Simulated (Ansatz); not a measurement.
# Si16O: the cost of one run

Method: DFT LDA, plane waves, PAW, scalar-relativistic, collinear spin, in Ansatz 0.2.0.

## (1) The structure to begin with

The cell holds 17 atoms (OSi16): a = 7.679 Å, b = 7.679 Å, c = 7.679 Å, α = 60.00°, β = 60.00°, γ = 60.00°.

Its coordinates follow in the input file.

## (2) Relaxing the start

The input, input.yaml:

```yaml
crystal:
  lattice:
    - [0.0, 5.43, 5.43]
    - [5.43, 0.0, 5.43]
    - [5.43, 5.43, 0.0]
  atoms:
    - { symbol: Si, position: [0.0, 0.0, 0.0] }
    - { symbol: Si, position: [0.125, 0.125, 0.125] }
    - { symbol: Si, position: [0.0, 0.0, 0.5] }
    - { symbol: Si, position: [0.125, 0.125, 0.625] }
    - { symbol: Si, position: [0.0, 0.5, 0.0] }
    - { symbol: Si, position: [0.125, 0.625, 0.125] }
    - { symbol: Si, position: [0.0, 0.5, 0.5] }
    - { symbol: Si, position: [0.125, 0.625, 0.625] }
    - { symbol: Si, position: [0.5, 0.0, 0.0] }
    - { symbol: Si, position: [0.625, 0.125, 0.125] }
    - { symbol: Si, position: [0.5, 0.0, 0.5] }
    - { symbol: Si, position: [0.625, 0.125, 0.625] }
    - { symbol: Si, position: [0.5, 0.5, 0.0] }
    - { symbol: Si, position: [0.625, 0.625, 0.125] }
    - { symbol: Si, position: [0.5, 0.5, 0.5] }
    - { symbol: Si, position: [0.625, 0.625, 0.625] }
    - { symbol: O, position: [0.0641907, 0.7998192, 0.3111919], spin: 1.0 }
magnetization:
  spin_polarized: true
basis:
  ecutwfc: 420.0
kpoints:
  mp_grid: { grid: [2, 2, 2] }
hamiltonian:
  xc: lda
  pseudopotentials: { kind: paw, azcp: { folder: soft_1 } }
scf:
  occupations: { method: fermi_dirac, width: 0.02 }
  lower_state_search: "off"
relax:
  f_tol: 0.08
  max_steps: 25
  adjacent_minimum: "off"
```

Command:

```console
> ansatz run input.yaml --threads 1 --pin off --max-ram 3072MiB --backend cpu --events-out ev --progress --plain --runs-dir out
```

What time and memory should one allow on 1 thread of Arm Neoverse V2, shared host?

About 99 s, with a peak of 0.61 GiB.
